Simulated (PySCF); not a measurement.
# C₇H₅N₂ radical: open-shell or spin-flip excitations

Aim: compute the open-shell or spin-flip excitations of C₇H₅N₂ radical (`N#Cc1cccc([NH])c1`).

Programs: PySCF 2.14.0, with routines of our own; each step states its level. All values are computed. Atoms count from 0.

## 1. The system as given

14 atoms, charge 0, multiplicity 2; geometry from: GFN2-xTB.

## 2. Open-shell or spin-flip excitations: unrestricted TDA B3LYP/def2-SVPD

What the job is given:

```
{"job": {"kind": "uabs", "xc": "B3LYP", "basis": "def2-SVPD", "nstates": 10, "tda": true}, "charge": 0, "multiplicity": 2}
N     -3.281704    -1.699611    -0.533427
C     -2.313020    -1.112745    -0.361053
C     -1.108501    -0.396859    -0.147111
C     -1.160285     0.979246     0.131555
C      0.021049     1.682996     0.347442
C      1.235056     1.049101     0.287011
C      1.327247    -0.351763     0.000996
N      2.516387    -0.884810    -0.045668
C      0.099736    -1.058943    -0.213197
H     -2.116845     1.477340     0.175204
H     -0.027679     2.739707     0.564922
H      2.160977     1.576075     0.451317
H      2.514478    -1.881541    -0.252708
H      0.132426    -2.118666    -0.427449
```

Level: unrestricted TDA B3LYP/def2-SVPD, vertical, gas phase, core orbitals frozen in the response.

Command:

```
$ OMP_NUM_THREADS=1 python excited_run.py task.json out
```

The driver reads the jobs from task.json and runs them one after another.

Standard output:

```text
coarse grid: 12832 points
cycle   1  E = -378.7915254478  dE =  1.515e+00  |g| = 3.725e-01  |ddm| = 1.094e+01
cycle   2  E = -378.5455686934  dE =  2.460e-01  |g| = 8.251e-01  |ddm| = 3.622e+00
cycle   3  E = -378.8608703196  dE = -3.153e-01  |g| = 1.117e-01  |ddm| = 2.545e+00
cycle   4  E = -378.8667799324  dE = -5.910e-03  |g| = 4.637e-02  |ddm| = 5.137e-01
cycle   5  E = -378.8678873475  dE = -1.107e-03  |g| = 2.326e-02  |ddm| = 1.725e-01
cycle   6  E = -378.8682179953  dE = -3.306e-04  |g| = 7.677e-03  |ddm| = 8.969e-02
cycle   7  E = -378.8683063673  dE = -8.837e-05  |g| = 4.743e-03  |ddm| = 4.442e-02
cycle   8  E = -378.8683327861  dE = -2.642e-05  |g| = 2.374e-03  |ddm| = 2.617e-02
cycle   9  E = -378.8683370138  dE = -4.228e-06  |g| = 1.145e-03  |ddm| = 1.113e-02
final grid: 127304 points
cycle  10  E = -378.9360594789  dE = -4.146e-05  |g| = 3.675e-03  |ddm| = 2.130e-01
cycle  11  E = -378.9360502337  dE =  9.245e-06  |g| = 5.431e-03  |ddm| = 3.468e-02
cycle  12  E = -378.9360666725  dE = -1.644e-05  |g| = 1.205e-03  |ddm| = 1.776e-02
cycle  13  E = -378.9360674760  dE = -8.036e-07  |g| = 2.478e-04  |ddm| = 5.168e-03
cycle  14  E = -378.9360675058  dE = -2.974e-08  |g| = 2.016e-04  |ddm| = 9.531e-04
cycle  15  E = -378.9360675343  dE = -2.853e-08  |g| = 8.652e-05  |ddm| = 6.561e-04
cycle  16  E = -378.9360675456  dE = -1.128e-08  |g| = 4.751e-05  |ddm| = 4.013e-04
cycle  17  E = -378.9360675500  dE = -4.432e-09  |g| = 3.271e-05  |ddm| = 3.122e-04
cycle  18  E = -378.9360675512  dE = -1.189e-09  |g| = 1.019e-05  |ddm| = 1.787e-04
cycle  19  E = -378.9360675513  dE = -8.515e-11  |g| = 3.661e-06  |ddm| = 4.196e-05
converged SCF energy = -378.9360675513

Static polarisability (au): isotropic 95.928, principal 51.387 101.739 134.660

<S^2> of the reference = 0.7914 (exact 0.7500)

Excitations
state   eV       nm        f      <S^2>   main configurations
  1   2.0371    608.6   0.00086   0.812   Hb->Lb 0.97
  2   2.7986    443.0   0.00107   0.822   H-1b->Lb 0.78, Ha->La 0.20
  3   3.5401    350.2   0.02430   0.857   H-2b->Lb 0.55, Ha->L+1a 0.21, Ha->La 0.17
  4   3.8960    318.2   0.05292   0.904   Ha->La 0.56, H-1b->Lb 0.15, H-2b->Lb 0.11, Ha->L+1a 0.11
  5   4.1790    296.7   0.00138   2.617   H-1b->L+1b 0.41, H-1a->La 0.37, H-2a->La 0.14
  6   4.8961    253.2   0.00000   0.884   H-3b->Lb 0.87
  7   5.0526    245.4   0.00001   2.653   Hb->L+1b 0.54, H-2a->La 0.29, H-1a->La 0.11
  8   5.1598    240.3   0.05294   0.863   Ha->L+1a 0.34, H-5b->Lb 0.28, H-2b->Lb 0.17, H-1b->L+1b 0.12
  9   5.1694    239.8   0.00098   0.813   H-2a->La 0.43, Hb->L+1b 0.39, H-1a->La 0.14
 10   5.3904    230.0   0.00032   0.921   H-6b->Lb 0.55, H-4b->Lb 0.31
```

Run time: 77 s. Hardware: 1 thread of Arm Neoverse V2, shared host; peak memory 0.78 GiB.

Key values:

```
quantity  value
    ⟨S²⟩  0.791
```

Löwdin spin populations:

N0 -0.03; C1 0.00; C2 -0.02; C3 0.21; C4 -0.03; C5 0.17; C6 0.00; N7 0.48; C8 0.18; H9 0.01; H10 -0.01; H11 0.01; H12 0.02; H13 0.01

With diffuse functions Löwdin's scheme smears the spin, so small populations can have the wrong sign.

Orbitals, density, ELF and potential are computed afterwards from the orbital file.

ELF in a plane through or near 14 of the atoms.

Ten even steps from '0' (0.00) to '9' (1.00):
```
0000000000000000000000000000
0000000000000000000000000000
0000000000000000000000000000
0000000000000100001100000000
0000121100018980059840000000
0014565320039991089960000000
0057897653019992079973300000
0158941876215555264288720000
0037866674858349267599830000
0003557748484755134377510000
0000134422687205984100000000
0000000003512647438994000000
0000000399934928769999100000
0000001899964535317997000000
0000000599710899600110000000
0000000033001899800000000000
0000000000000799700000000000
0000000000000033000000000000
0000000000000000000000000000
0000000000000000000000000000
```
The map spans 12.2 Å across and 10.7 Å up, centred on the molecule. Atoms in the plane (x, y in Å): N0 (-3.5, 1.3), C1 (-2.5, 0.8), C2 (-1.2, 0.2), C3 (-1.0, -1.1), C4 (0.3, -1.7), C5 (1.4, -0.9), C6 (1.3, 0.5), N7 (2.4, 1.2), C8 (-0.1, 1.1), H9 (-1.9, -1.8), H10 (0.4, -2.8), H11 (2.4, -1.3), H12 (2.2, 2.2), H13 (-0.2, 2.2).

log10 of the density (e/Å³) in the same plane.

Ten even steps from ' ' (-4.0) to '@' (2.2):
```
                                                        
                                                        
                                                        
          ........  ....::::::::::::::::::..            
    ..::::------::::::----====------====--::..          
  ..::----======--------==++++======++++==--::..        
  ..--==++****++++======++****++==++****++==--::..    ..
  ::--==++##%%****++++++********++**##%%**++==::........
  ::--==++**####@@********####**########**++==::..      
  ..::--==++++********@@********##****++++==--::..      
    ..::--======++++******++++******++++==--::..        
      ....::----==++**##********%%%%****++--::..        
          ..::--++****##****##**********++==::..        
          ..::--++******++**##**++++++====--::          
            ..::--========++****++==----::::..          
            ....::------==++**++==--::::....            
                ......::::--====--::..                  
                        ..::::::::..                    
                                                        
                                                        
```
The map spans 12.2 Å across and 10.7 Å up, centred on the molecule. Atoms in the plane (x, y in Å): N0 (-3.5, 1.3), C1 (-2.5, 0.8), C2 (-1.2, 0.2), C3 (-1.0, -1.1), C4 (0.3, -1.7), C5 (1.4, -0.9), C6 (1.3, 0.5), N7 (2.4, 1.2), C8 (-0.1, 1.1), H9 (-1.9, -1.8), H10 (0.4, -2.8), H11 (2.4, -1.3), H12 (2.2, 2.2), H13 (-0.2, 2.2).

On the surface of density 0.002 e/bohr³ the electrostatic potential runs, from the 1st to the 99th percentile, from -1.66 V near N0 to 1.60 V near H12.

The spin density lies nearest to N7 30 %; C3, C5, C8 about 13 % each; C4, C6 about 6 % each (beta excess).

## 3. Open-shell or spin-flip excitations: unrestricted TDA CAM-B3LYP/cc-pVDZ

The job, as its differences from that of step 2:

```diff
@@ -1,2 +1,2 @@
-{"job": {"kind": "uabs", "xc": "B3LYP", "basis": "def2-SVPD", "nstates": 10, "tda": true}, "charge": 0, "multiplicity": 2}
+{"job": {"kind": "uabs", "xc": "CAM-B3LYP", "basis": "cc-pVDZ", "nstates": 10, "tda": true}, "charge": 0, "multiplicity": 2}
 N     -3.281704    -1.699611    -0.533427
```

Level: unrestricted TDA CAM-B3LYP/cc-pVDZ, vertical, gas phase, core orbitals frozen in the response.

Standard output:

```text
coarse grid: 12832 points
cycle   1  E = -378.8740139506  dE =  1.972e+00  |g| = 4.217e-01  |ddm| = 5.627e+00
cycle   2  E = -378.7371018643  dE =  1.369e-01  |g| = 7.307e-01  |ddm| = 1.840e+00
cycle   3  E = -378.9740327746  dE = -2.369e-01  |g| = 5.854e-02  |ddm| = 1.060e+00
cycle   4  E = -378.9760577873  dE = -2.025e-03  |g| = 4.737e-02  |ddm| = 1.725e-01
cycle   5  E = -378.9775928336  dE = -1.535e-03  |g| = 1.831e-02  |ddm| = 8.773e-02
cycle   6  E = -378.9780892901  dE = -4.965e-04  |g| = 8.982e-03  |ddm| = 4.811e-02
cycle   7  E = -378.9783869627  dE = -2.977e-04  |g| = 4.208e-03  |ddm| = 4.875e-02
cycle   8  E = -378.9784388488  dE = -5.189e-05  |g| = 1.669e-03  |ddm| = 2.381e-02
cycle   9  E = -378.9784451201  dE = -6.271e-06  |g| = 1.033e-03  |ddm| = 5.998e-03
final grid: 127304 points
cycle  10  E = -379.0094330086  dE = -1.983e-05  |g| = 2.189e-03  |ddm| = 2.929e-02
cycle  11  E = -379.0094348323  dE = -1.824e-06  |g| = 1.892e-03  |ddm| = 8.067e-03
cycle  12  E = -379.0094367273  dE = -1.895e-06  |g| = 4.856e-04  |ddm| = 3.534e-03
cycle  13  E = -379.0094370270  dE = -2.997e-07  |g| = 3.632e-04  |ddm| = 1.130e-03
cycle  14  E = -379.0094373309  dE = -3.039e-07  |g| = 2.310e-04  |ddm| = 1.276e-03
cycle  15  E = -379.0094374766  dE = -1.458e-07  |g| = 1.329e-04  |ddm| = 9.969e-04
cycle  16  E = -379.0094375405  dE = -6.393e-08  |g| = 5.975e-05  |ddm| = 8.435e-04
cycle  17  E = -379.0094375507  dE = -1.012e-08  |g| = 2.318e-05  |ddm| = 3.431e-04
cycle  18  E = -379.0094375525  dE = -1.803e-09  |g| = 1.202e-05  |ddm| = 1.332e-04
cycle  19  E = -379.0094375527  dE = -2.817e-10  |g| = 6.122e-06  |ddm| = 4.924e-05
converged SCF energy = -379.0094375527

Static polarisability (au): isotropic 81.100, principal 32.615 91.718 118.966

<S^2> of the reference = 0.8287 (exact 0.7500)

Excitations
state   eV       nm        f      <S^2>   main configurations
  1   2.2756    544.8   0.00123   0.880   H-1b->Lb 0.91
  2   3.2508    381.4   0.00081   0.883   Hb->Lb 0.70, Ha->La 0.25
  3   3.8318    323.6   0.02506   0.919   H-2b->Lb 0.57, Ha->L+1a 0.23, Ha->La 0.11
  4   4.2974    288.5   0.05320   1.472   Ha->La 0.40, Hb->Lb 0.16, Hb->L+1b 0.12, H-1a->La 0.10
  5   4.3838    282.8   0.01941   2.173   H-1a->La 0.39, Hb->L+1b 0.29, Ha->La 0.15
  6   5.6756    218.5   0.00050   1.042   H-6b->Lb 0.47, H-3b->Lb 0.29, H-5b->Lb 0.10
  7   5.6878    218.0   0.07103   1.835   Ha->L+1a 0.23, H-2b->L+1b 0.16, H-1a->L+1a 0.12, H-2b->Lb 0.09
  8   5.8176    213.1   0.08736   1.459   Ha->L+1a 0.26, H-2b->Lb 0.15, H-3a->La 0.12, Hb->L+1b 0.11
  9   5.9918    206.9   0.00007   2.590   H-2a->La 0.48, H-1b->L+1b 0.34
 10   6.1146    202.8   0.00004   0.987   H-1b->L+1b 0.47, H-2a->La 0.34
```

It took 49 s on 1 thread of Arm Neoverse V2, shared host; peak memory 0.68 GiB.

Key values:

```
quantity  value
    ⟨S²⟩  0.829
```

## 4. Outcome

```
                                                                                          quantity                        value
  lowest and brightest state of nearly pure spin, of 10 (step 2, unrestricted TDA B3LYP/def2-SVPD)  2.04 eV; 5.16 eV, f = 0.053
                                                             surface potential, 1st and 99th percentile           -1.66 V and 1.60 V
lowest and brightest state of nearly pure spin, of 10 (step 3, unrestricted TDA CAM-B3LYP/cc-pVDZ)  2.28 eV; 3.83 eV, f = 0.025
```

In words: States whose ⟨S²⟩ lies well above the reference's are mixtures of spin states, an artefact of the unrestricted response, and are left out of the summary. The lowest state of nearly pure spin runs from 2.04 to 2.28 eV over the runs.
